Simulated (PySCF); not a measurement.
# [Tb(NH3)3]3+: forces at shaken geometries

How stiff is [Tb(NH3)3]3+? Its atoms are displaced at random by several amounts. The species was built from a template and needn't be a known compound.

Computed with PySCF 2.14.0. Level: PBE, Tb lcecp-1-SVP with ECP54, N def2-SVP, H def2-SVP; scalar-relativistic core potentials, no spin–orbit coupling.

3 further runs of the same task are left out: 2 for a known fault of the program, 1 that didn't finish.

## Step 1: Where the work starts

13 atoms, charge 3, spin multiplicity 1.

Bond lengths: Tb1–N2 2.417 Å, Tb1–N6 2.417 Å, Tb1–N10 2.417 Å, N2–H3 1.046 Å, N2–H4 1.047 Å, N2–H5 1.046 Å, N6–H7 1.046 Å, N6–H8 1.047 Å, N6–H9 1.046 Å, N10–H11 1.046 Å, N10–H12 1.047 Å, N10–H13 1.046 Å. Angles: N2–Tb1–N6 109.6°, N2–Tb1–N10 109.6°, N6–Tb1–N10 109.6°, Tb1–N2–H3 116.6°, Tb1–N2–H4 114.8°, Tb1–N2–H5 115.7°, H3–N2–H4 102.5°, H3–N2–H5 102.7°, H4–N2–H5 102.5°, Tb1–N6–H7 116.6°, Tb1–N6–H8 114.8°, Tb1–N6–H9 115.7°, H7–N6–H8 102.5°, H7–N6–H9 102.7°, H8–N6–H9 102.5°, Tb1–N10–H11 116.6°, Tb1–N10–H12 114.8°, Tb1–N10–H13 115.7° and more.

Geometry (Å):

```
atom    x (Å)    y (Å)    z (Å)
 Tb1   0.0000   0.0000  -0.7800
  N2   2.2810  -0.0013   0.0186
  H3   2.4940  -0.6284   0.8285
  H4   2.9940  -0.2956  -0.6901
  H5   2.6495   0.9233   0.3405
  N6  -1.1394   1.9761   0.0186
  H7  -0.7028   2.4741   0.8285
  H8  -1.2410   2.7407  -0.6901
  H9  -2.1244   1.8329   0.3405
 N10  -1.1416  -1.9748   0.0186
 H11  -1.7913  -1.8457   0.8285
 H12  -1.7530  -2.4450  -0.6901
 H13  -0.5251  -2.7562   0.3405
```

Formal oxidation states: Tb +3. Each metal's 8 4f electrons lie in its core potential, so multiplicities, spins and levels count the valence alone. An earlier session relaxed this geometry at PBE, Tb lcecp-1-SVP with ECP54, N def2-SVP, H def2-SVP (singlet, point group C3).

Its energy there is -204.813038 Eh.

## Step 2: Atoms moved at random, σ = 0.15 Å

Input file run.py (the lines that set the calculation):

```python
mol = gto.M(atom='''
Tb    -0.01855    -0.37244    -0.69737
N      2.52213    -0.14049     0.07237
H      2.09276    -0.63088     0.82160
H      2.75720    -0.06191    -0.64395
H      2.82797     0.91545     0.11768
N     -1.34449     1.81326    -0.07546
H     -0.56905     2.55426     0.75231
H     -1.29942     2.50925    -0.75795
H     -2.29458     1.80333     0.61415
N     -0.93777    -1.86519    -0.16354
H     -1.77397    -1.64789     0.64198
H     -1.76939    -2.30396    -0.45584
H     -0.19284    -2.57279     0.48638''',
    basis={'Tb': 'lcecp-1-SVP', 'N': 'def2-SVP', 'H': 'def2-SVP'},
    ecp={'Tb': 'lcecp-1-SVP'},
    charge=3, spin=0)
mf = dft.RKS(mol, xc='PBE')
mf.grids.atom_grid = (50, 194)  # f atoms: unpruned, at least (60, 302)
mf = mf.density_fit()  # fitting sets: Tb AutoAux, N def2-universal-JKFIT, H def2-universal-JKFIT
mf.conv_tol = 1e-08; mf.max_cycle = 55
mf.kernel(dm0)  # dm0: the density of the relaxed state
```

Command:

```bash
$ OMP_NUM_THREADS=2 python run.py
```

## Step 3: Atoms moved at random, σ = 0.1 Å

Input file run.py (the lines that set the calculation):

```python
mol = gto.M(atom='''
Tb    -0.05474     0.07922    -0.92151
N      2.14479    -0.02204     0.11134
H      2.52343    -0.78209     0.81482
H      3.05566    -0.29333    -0.47425
H      2.64366     1.07328     0.29912
N     -1.21059     1.76645    -0.10307
H     -0.72922     2.64574     0.82202
H     -1.19348     2.83975    -0.69860
H     -2.00635     1.86140     0.22741
N     -0.89906    -2.03876     0.10497
H     -1.74143    -1.85972     0.80491
H     -1.89927    -2.48728    -0.66735
H     -0.63341    -2.78261     0.39255''',
    basis={'Tb': 'lcecp-1-SVP', 'N': 'def2-SVP', 'H': 'def2-SVP'},
    ecp={'Tb': 'lcecp-1-SVP'},
    charge=3, spin=0)
mf = dft.RKS(mol, xc='PBE')
mf.grids.atom_grid = (50, 194)  # f atoms: unpruned, at least (60, 302)
mf = mf.density_fit()  # fitting sets: Tb AutoAux, N def2-universal-JKFIT, H def2-universal-JKFIT
mf.conv_tol = 1e-08; mf.max_cycle = 55
mf.kernel(dm0)  # dm0: the density of the relaxed state
```

## Step 4: Atoms moved at random, σ = 0.03 Å

Input file run.py (the lines that set the calculation):

```python
mol = gto.M(atom='''
Tb    -0.04795    -0.01267    -0.78375
N      2.25642    -0.02751    -0.01249
H      2.49880    -0.58690     0.88073
H      3.01009    -0.27819    -0.67809
H      2.65447     0.86445     0.35848
N     -1.12868     1.99495    -0.03581
H     -0.69698     2.49688     0.80854
H     -1.19408     2.75159    -0.70798
H     -2.08819     1.85820     0.30095
N     -1.15009    -1.99995     0.02151
H     -1.81285    -1.82412     0.87415
H     -1.78816    -2.45943    -0.68935
H     -0.51281    -2.77730     0.37548''',
    basis={'Tb': 'lcecp-1-SVP', 'N': 'def2-SVP', 'H': 'def2-SVP'},
    ecp={'Tb': 'lcecp-1-SVP'},
    charge=3, spin=0)
mf = dft.RKS(mol, xc='PBE')
mf.grids.atom_grid = (50, 194)  # f atoms: unpruned, at least (60, 302)
mf = mf.density_fit()  # fitting sets: Tb AutoAux, N def2-universal-JKFIT, H def2-universal-JKFIT
mf.conv_tol = 1e-08; mf.max_cycle = 55
mf.kernel(dm0)  # dm0: the density of the relaxed state
```

Q: Predict the outcome of this session. Wanted: for each run, σ; energy rise; harmonic estimate −½ F·u; largest force component.

**Answer**, as computed:

| σ (Å) | energy rise (eV) | harmonic estimate −½ F·u (eV) | largest force component (eV/Å) |
| --- | --- | --- | --- |
| 0.15 | 11.297 | 9.946 | 28.27 |
| 0.1 | 6.390 | 5.784 | 13.70 |
| 0.03 | 0.200 | 0.199 | 1.77 |

Every displacement raises the energy. For a harmonic well the rise equals −½ F·u; the two differ by at most 12 % here (a move with σ = 0.15 Å), from anharmonicity, the grid and the small forces left at the relaxed point. The bases are small and lack diffuse functions. Spin–orbit coupling is left out.
